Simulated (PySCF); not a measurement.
**C7H13BO2: NMR shifts in solvents**

Aim: compute the NMR shifts of C7H13BO2 (`C=C[C@@H]1CC[C@@H](B(O)O)C1`), and see what a dielectric continuum does where one was used.

Computed with PySCF 2.14.0, with density-fitted response routines of our own, on a single molecule, in the gas phase or a continuum. Atoms count from 0, in the outputs and in this text.

### 1 The molecule as given

23 atoms, charge 0, multiplicity 1; geometry from: GFN2-xTB.

Bonds of the start (Å): C0–C1 1.32, C1–C2 1.50, C2–C3 1.53, C3–C4 1.52, C4–C5 1.54, C5–B6 1.61, B6–O7 1.36, B6–O8 1.35, C5–C9 1.55, C9–C2 1.54, C0–H10 1.08, C0–H11 1.08, C1–H12 1.08, C2–H13 1.10, C3–H14 1.09, C3–H15 1.09, C4–H16 1.09, C4–H17 1.09, C5–H18 1.10, O7–H19 0.96, O8–H20 0.96, C9–H21 1.09, C9–H22 1.09.

### 2 Relaxing the molecule at PBE0-D3(BJ)/def2-SVP

Job settings and geometry (Å):

```
{"job": {"xc": "PBE0", "basis": "def2-SVP", "d3": "d3bj", "grid": 1, "kind": "geom"}, "charge": 0, "multiplicity": 1}
C     -3.446725     0.094010     0.447193
C     -2.454098     0.354450    -0.382901
C     -1.075963    -0.224878    -0.323312
C     -0.731259    -1.044924     0.918014
C      0.788751    -1.125439     0.846696
C      1.228234     0.287282     0.424674
B      2.573819     0.336524    -0.449157
O      3.253176     1.497033    -0.679297
O      3.053230    -0.788746    -1.011929
C      0.010199     0.869568    -0.345912
H     -4.414975     0.551979     0.332459
H     -3.342682    -0.590058     1.271800
H     -2.609131     1.043973    -1.205049
H     -0.938804    -0.862552    -1.205681
H     -1.205018    -2.025245     0.916891
H     -1.035383    -0.503965     1.815802
H      1.090323    -1.843758     0.084436
H      1.242763    -1.422256     1.790936
H      1.362221     0.885036     1.333467
H      2.894793     2.285679    -0.276818
H      3.847929    -0.655369    -1.530690
H      0.266392     1.143287    -1.369853
H     -0.362545     1.765354     0.154186
```

Started as:

```console
OMP_NUM_THREADS=1 python probes_run.py task.json out
```

This one command runs all jobs of the session in turn.

What it wrote:

```text
step   0  E = -449.13280177  max force = 0.014113
step   1  E = -449.13544330  max force = 0.003153
step   2  E = -449.13548665  max force = 0.001459
step   3  E = -449.13551761  max force = 0.001263
step   4  E = -449.13552293  max force = 0.000796
step   5  E = -449.13553549  max force = 0.000280
optimisation converged
```

Run time: 5.4 min. Hardware: 1 thread, shared host.

Step by step:

| step | energy from step 0 (eV) | largest force component (eV/Å) |
| --- | --- | --- |
| 0 | 0.0000 | 0.7257 |
| 1 | -0.0719 | 0.1621 |
| 2 | -0.0731 | 0.0750 |
| 3 | -0.0739 | 0.0649 |
| 4 | -0.0740 | 0.0409 |
| 5 | -0.0744 | 0.0144 |

Close pairs (by a distance rule), those that changed most:

| bond | before (Å) | after (Å) | change (Å) |
| --- | --- | --- | --- |
| C5–B6 | 1.605 | 1.579 | -0.027 |
| C0–H11 | 1.076 | 1.094 | +0.017 |
| C0–H10 | 1.077 | 1.093 | +0.016 |
| C0–C1 | 1.320 | 1.334 | +0.014 |
| C1–H12 | 1.084 | 1.098 | +0.014 |
| C3–H15 | 1.091 | 1.105 | +0.013 |
| B6–O8 | 1.346 | 1.360 | +0.013 |
| C3–H14 | 1.089 | 1.101 | +0.012 |

The next job starts from the end point, and lists it.

| at the end point | value |
| --- | --- |
| point group (found at 0.08 Å tolerance) | C1 |
| rotational constants (GHz, main isotopes) | 3.062, 0.665, 0.602 |
| dipole moment (D) | 1.40 |

### 3 Nuclear shieldings: PBE0/pcSseg-1 in dichloromethane

Job settings and geometry (Å):

```
{"job": {"kind": "nmr", "xc": "PBE0", "basis": "pcSseg-1", "solvent": "dichloromethane", "pop": true}, "charge": 0, "multiplicity": 1}
C     -3.428126     0.357856     0.496017
C     -2.400749     0.582075    -0.324928
C     -1.022068     0.013976    -0.203783
C     -0.713553    -0.838067     1.023210
C      0.806202    -0.939091     0.987286
C      1.274162     0.476121     0.608754
B      2.629594     0.559543    -0.195964
O      3.309345     1.733183    -0.383143
O      3.143126    -0.556298    -0.778860
C      0.086897     1.091765    -0.197166
H     -4.401838     0.824562     0.325155
H     -3.341736    -0.300540     1.365344
H     -2.555215     1.247311    -1.184998
H     -0.850276    -0.620663    -1.094854
H     -1.222817    -1.814149     1.007084
H     -1.040162    -0.307846     1.935671
H      1.115912    -1.656678     0.210245
H      1.244910    -1.287527     1.934580
H      1.386423     1.065162     1.537347
H      2.890833     2.481074     0.051555
H      3.947890    -0.354242    -1.269689
H      0.359620     1.379913    -1.225653
H     -0.285548     2.005590     0.293157
```

Method: GIAO PBE0/pcSseg-1 NMR shielding, non-relativistic, IEF-PCM dichloromethane.

What it wrote:

```text
coarse grid: 18920 points
cycle   1  E = -449.1640892093  dE =  1.277e+00  |g| = 8.925e-01  |ddm| = 4.235e+00
cycle   2  E = -449.0695241284  dE =  9.457e-02  |g| = 1.171e+00  |ddm| = 1.382e+00
cycle   3  E = -449.3179092064  dE = -2.484e-01  |g| = 8.113e-02  |ddm| = 8.031e-01
cycle   4  E = -449.3191057787  dE = -1.197e-03  |g| = 3.321e-02  |ddm| = 8.346e-02
cycle   5  E = -449.3193602322  dE = -2.545e-04  |g| = 7.562e-03  |ddm| = 3.165e-02
cycle   6  E = -449.3193719966  dE = -1.176e-05  |g| = 2.320e-03  |ddm| = 8.195e-03
cycle   7  E = -449.3193732335  dE = -1.237e-06  |g| = 4.259e-04  |ddm| = 2.071e-03
final grid: 181920 points
cycle   8  E = -449.3984797887  dE = -6.704e-05  |g| = 1.029e-02  |ddm| = 4.074e-02
cycle   9  E = -449.3984652893  dE =  1.450e-05  |g| = 1.339e-02  |ddm| = 1.897e-02
cycle  10  E = -449.3985047509  dE = -3.946e-05  |g| = 1.130e-03  |ddm| = 1.053e-02
cycle  11  E = -449.3985050133  dE = -2.623e-07  |g| = 2.674e-04  |ddm| = 9.818e-04
cycle  12  E = -449.3985050272  dE = -1.397e-08  |g| = 9.621e-05  |ddm| = 2.591e-04
cycle  13  E = -449.3985050291  dE = -1.843e-09  |g| = 3.589e-05  |ddm| = 9.191e-05
cycle  14  E = -449.3985050294  dE = -2.949e-10  |g| = 6.073e-06  |ddm| = 3.047e-05
converged SCF energy = -449.3985050294

GIAO shielding tensors (ppm)
atom      isotropic    diamagn.    paramagn.     s11        s22        s33       span
  0 C       67.423     254.512    -187.089    -43.138     80.475    164.933    208.071
  1 C       32.206     253.830    -221.623    -95.325     36.869    155.075    250.400
  2 C      138.158     249.143    -110.985    113.336    139.434    161.703     48.367
  3 C      152.279     249.879     -97.600    135.407    160.302    161.128     25.721
  4 C      154.011     247.466     -93.455    129.034    163.001    169.999     40.965
  5 C      161.023     255.330     -94.307    134.229    167.100    181.741     47.512
  6 B       68.782     194.303    -125.521     46.284     68.507     91.556     45.271
  7 O      208.314     387.555    -179.241     95.223    263.380    266.338    171.115
  8 O      219.783     386.822    -167.039    119.159    257.193    282.998    163.839
  9 C      149.125     250.993    -101.867    114.715    155.850    176.811     62.097
 10 H       25.966      26.979      -1.013     23.523     24.613     29.761      6.238
 11 H       25.969      31.604      -5.635     22.791     23.975     31.142      8.351
 12 H       24.798      30.352      -5.555     22.205     23.600     28.588      6.382
 13 H       28.908      33.299      -4.392     25.508     27.095     34.120      8.612
 14 H       29.616      31.973      -2.356     24.546     27.693     36.610     12.065
 15 H       30.051      33.633      -3.582     25.619     28.779     35.756     10.137
 16 H       29.546      32.038      -2.493     24.046     29.294     35.296     11.250
 17 H       29.609      30.592      -0.983     24.572     27.571     36.683     12.111
 18 H       30.052      33.747      -3.695     26.351     27.733     36.072      9.721
 19 H       27.008      32.134      -5.125     20.381     25.577     35.067     14.687
 20 H       27.021      27.314      -0.293     20.720     22.554     37.788     17.068
 21 H       29.563      33.761      -4.198     24.390     29.628     34.670     10.279
 22 H       30.005      33.834      -3.829     24.969     29.537     35.509     10.540
```

Wall time 2.5 min (1 thread, shared host).

The references, computed at this level on geometries of the same kind, shield at (ppm): 1H TMS 31.24, 13C TMS 185.3, 17O H2O 342.0, 11B BF3·OEt2 101.3. Their shielding less the atom's gives the shift. The references are single molecules in the same continuum, so shifts against H2O, NH3, PH3, H3PO4 or CFCl3 are not on the usual liquid scales and can be off by tens of ppm. Atoms listed in one row are averaged.

| atoms | environment | σ (ppm) | δ (ppm) |
| --- | --- | --- | --- |
| C1 | alkene CH | 32.2 | 153.1 |
| C0 | terminal =CH2 carbon | 67.4 | 117.9 |
| C2 | allylic sp3 CH | 138.2 | 47.2 |
| C9 | sp3 CH2 in a ring | 149.1 | 36.2 |
| C3 | sp3 CH2 in a ring | 152.3 | 33.0 |
| C4 | sp3 CH2 in a ring | 154.0 | 31.3 |
| C5 | sp3 CH bonded to B | 161.0 | 24.3 |
| H12 | hydrogen on an alkene CH | 24.80 | 6.45 |
| H10 | hydrogen on a terminal =CH2 carbon | 25.97 | 5.28 |
| H11 | hydrogen on a terminal =CH2 carbon | 25.97 | 5.27 |
| H19, H20 | hydrogen on an oxygen bonded to B | 27.01 | 4.23 |
| H13 | hydrogen on an allylic sp3 CH | 28.91 | 2.34 |
| H16 | hydrogen on an sp3 CH2 in a ring | 29.55 | 1.70 |
| H21 | hydrogen on an sp3 CH2 in a ring | 29.56 | 1.68 |
| H17 | hydrogen on an sp3 CH2 in a ring | 29.61 | 1.63 |
| H14 | hydrogen on an sp3 CH2 in a ring | 29.62 | 1.63 |
| H22 | hydrogen on an sp3 CH2 in a ring | 30.01 | 1.24 |
| H15 | hydrogen on an sp3 CH2 in a ring | 30.05 | 1.19 |
| H18 | hydrogen on an sp3 CH bonded to B | 30.05 | 1.19 |
| B6 | boron bonded to C, 2 O | 68.8 | 32.5 |
| O7, O8 | oxygen bonded to B, H | 214.0 | 128.0 |

Charges from the same density, by scheme (e):

| atoms | Mulliken | IAO | Hirshfeld | ESP fit |
| --- | --- | --- | --- | --- |
| C0 | -0.20 | -0.34 | -0.12 | -0.41 |
| C1 | -0.17 | -0.13 | -0.04 | -0.38 |
| C2 | -0.32 | -0.11 | -0.02 | 0.43 |
| C3 | -0.17 | -0.26 | -0.07 | -0.12 |
| C4 | -0.16 | -0.24 | -0.07 | -0.25 |
| C5 | -0.49 | -0.29 | -0.10 | 0.11 |
| B6 | 0.61 | 0.51 | 0.24 | 0.56 |
| O7, O8 | -0.44 | -0.57 | -0.27 | -0.73 |
| C9 | -0.15 | -0.25 | -0.06 | -0.29 |

Mayer bond orders: C0–C1 2.00, C1–C2 1.02, C2–C3 1.01, C3–C4 1.04, C4–C5 1.02, C5–B6 0.90, B6–O7 1.22, B6–O8 1.24, C5–C9 1.01, C9–C2 1.00.

Ring of atoms C2, C3, C4, C5, C9: NICS(0) -5.8, NICS(1) -3.9, NICS(1)zz -2.7 ppm (means of both faces).

### 4 NMR shieldings: PBE0/pcSseg-1 in tetrahydrofuran

Same as in step 3 but for these lines:

```diff
@@ -1,2 +1,2 @@
-{"job": {"kind": "nmr", "xc": "PBE0", "basis": "pcSseg-1", "solvent": "dichloromethane", "pop": true}, "charge": 0, "multiplicity": 1}
+{"job": {"kind": "nmr", "xc": "PBE0", "basis": "pcSseg-1", "solvent": "tetrahydrofuran", "pop": false}, "charge": 0, "multiplicity": 1}
 C     -3.428126     0.357856     0.496017
```

With the program's defaults for keys left out, this is: GIAO PBE0/pcSseg-1 NMR shielding, non-relativistic, IEF-PCM tetrahydrofuran.

What it wrote:

```text
coarse grid: 18920 points
cycle   1  E = -449.1634550610  dE =  1.277e+00  |g| = 8.930e-01  |ddm| = 4.235e+00
cycle   2  E = -449.0684626003  dE =  9.499e-02  |g| = 1.173e+00  |ddm| = 1.385e+00
cycle   3  E = -449.3175069890  dE = -2.490e-01  |g| = 8.125e-02  |ddm| = 8.048e-01
cycle   4  E = -449.3187063419  dE = -1.199e-03  |g| = 3.329e-02  |ddm| = 8.362e-02
cycle   5  E = -449.3189617983  dE = -2.555e-04  |g| = 7.602e-03  |ddm| = 3.174e-02
cycle   6  E = -449.3189736560  dE = -1.186e-05  |g| = 2.339e-03  |ddm| = 8.238e-03
cycle   7  E = -449.3189749073  dE = -1.251e-06  |g| = 4.337e-04  |ddm| = 2.077e-03
final grid: 181920 points
cycle   8  E = -449.3980841101  dE = -6.698e-05  |g| = 1.030e-02  |ddm| = 4.075e-02
cycle   9  E = -449.3980694641  dE =  1.465e-05  |g| = 1.342e-02  |ddm| = 1.902e-02
cycle  10  E = -449.3981091259  dE = -3.966e-05  |g| = 1.133e-03  |ddm| = 1.058e-02
cycle  11  E = -449.3981093898  dE = -2.639e-07  |g| = 2.690e-04  |ddm| = 9.870e-04
cycle  12  E = -449.3981094039  dE = -1.412e-08  |g| = 9.767e-05  |ddm| = 2.612e-04
cycle  13  E = -449.3981094059  dE = -1.908e-09  |g| = 3.616e-05  |ddm| = 9.328e-05
cycle  14  E = -449.3981094062  dE = -3.016e-10  |g| = 6.110e-06  |ddm| = 3.084e-05
converged SCF energy = -449.3981094062

GIAO shielding tensors (ppm)
atom      isotropic    diamagn.    paramagn.     s11        s22        s33       span
  0 C       67.392     254.490    -187.098    -43.186     80.469    164.895    208.082
  1 C       32.279     253.827    -221.548    -95.219     37.020    155.037    250.256
  2 C      138.157     249.129    -110.972    113.323    139.441    161.706     48.383
  3 C      152.265     249.876     -97.611    135.396    160.291    161.108     25.712
  4 C      154.000     247.433     -93.432    128.999    163.020    169.982     40.984
  5 C      161.001     255.323     -94.322    134.242    167.050    181.713     47.470
  6 B       68.790     194.314    -125.523     46.320     68.487     91.563     45.243
  7 O      208.205     387.521    -179.315     95.308    263.072    266.236    170.928
  8 O      219.601     386.764    -167.162    119.007    257.006    282.791    163.784
  9 C      149.124     251.010    -101.886    114.729    155.839    176.805     62.076
 10 H       25.970      26.978      -1.008     23.526     24.618     29.765      6.238
 11 H       25.972      31.608      -5.635     22.790     23.980     31.147      8.357
 12 H       24.806      30.353      -5.548     22.213     23.608     28.596      6.383
 13 H       28.908      33.297      -4.389     25.508     27.095     34.120      8.612
 14 H       29.615      31.972      -2.356     24.546     27.691     36.609     12.063
 15 H       30.053      33.635      -3.582     25.622     28.782     35.756     10.134
 16 H       29.534      32.019      -2.485     24.033     29.281     35.289     11.256
 17 H       29.609      30.589      -0.980     24.571     27.573     36.684     12.114
 18 H       30.064      33.758      -3.693     26.363     27.750     36.079      9.716
 19 H       27.042      32.152      -5.110     20.426     25.612     35.086     14.660
 20 H       27.041      27.327      -0.286     20.753     22.578     37.792     17.039
 21 H       29.568      33.769      -4.200     24.398     29.634     34.673     10.274
 22 H       30.010      33.840      -3.831     24.976     29.542     35.511     10.536
```

It took 2.3 min on 1 thread, shared host.

This run: δ C1 153.0, C0 117.9, C2 47.1, C9 36.2, H12 6.44, H10 5.27 ppm.

### 5 Side by side: NMR shifts

Shifts (ppm) of some atoms, chosen among heavy atoms and hydrogens apart, means over like atoms, with basis size and wall time:

| run | C1 | C2 | C9 | H19 | H16 | B6 | O7 | functions | time |
| --- | --- | --- | --- | --- | --- | --- | --- | --- | --- |
| PBE0/pcSseg-1 in dichloromethane | 153.1 | 47.2 | 36.2 | 4.23 | 1.70 | 32.5 | 128.0 | 235 | 2.5 min |
| PBE0/pcSseg-1 in tetrahydrofuran | 153.0 | 47.1 | 36.2 | 4.20 | 1.71 | 32.5 | 127.9 | 235 | 2.3 min |

The continuum's effect on the ground state:

| solvent | ε | polarisation energy (Eh) | μ (D) |
| --- | --- | --- | --- |
| tetrahydrofuran | 7.43 | -0.0102 | 1.76 |
| dichloromethane | 8.93 | -0.0107 | 1.78 |

### 6 What came out

```
                                                                                quantity                                                                       value
                                                                             point group                                                                          C1
                                                    rotational constants (main isotopes)                                                        3.06, 0.66, 0.60 GHz
                                 13C shifts against TMS (PBE0/pcSseg-1, dichloromethane)                              153.1, 117.9, 47.2, 36.2, 33.0, 31.3, 24.3 ppm
 1H shifts against TMS (PBE0/pcSseg-1, dichloromethane, means over atoms taken as alike)  6.45, 5.28, 5.27, 4.23, 2.34, 1.70, 1.68, 1.63, 1.63, 1.24, 1.19, 1.19 ppm
                            11B shifts against BF3·OEt2 (PBE0/pcSseg-1, dichloromethane)                                                                    32.5 ppm
17O shifts against H2O (PBE0/pcSseg-1, dichloromethane, means over atoms taken as alike)                                                                   128.0 ppm
                                                                range of the shift of C1                                                          153.0 to 153.1 ppm
```

The optimisation took 5 steps and gained 0.074 eV; among the close pairs (by a distance rule), C5–B6 changed most, from 1.605 to 1.579 Å. C1 (alkene CH) lies farthest downfield among carbon, at 153.1 ppm; the olefinic region. The most deshielded hydrogen is H12 (hydrogen on an alkene CH), at 6.45 ppm: a vinylic proton, deshielded by the sp2 carbon and the C=C anisotropy. At PBE0/pcSseg-1: The largest span, 250 ppm, is at C1, where the paramagnetic term is -222 ppm. In ppm, C1 moves most: its shift spreads over 0.1 ppm, from 153.0 (PBE0/pcSseg-1 in tetrahydrofuran) to 153.1 (PBE0/pcSseg-1 in dichloromethane). Part of that comes from the computed reference. The continuum holds electrostatics alone: no hydrogen bonds to the solvent, and the gas-phase geometry is kept.
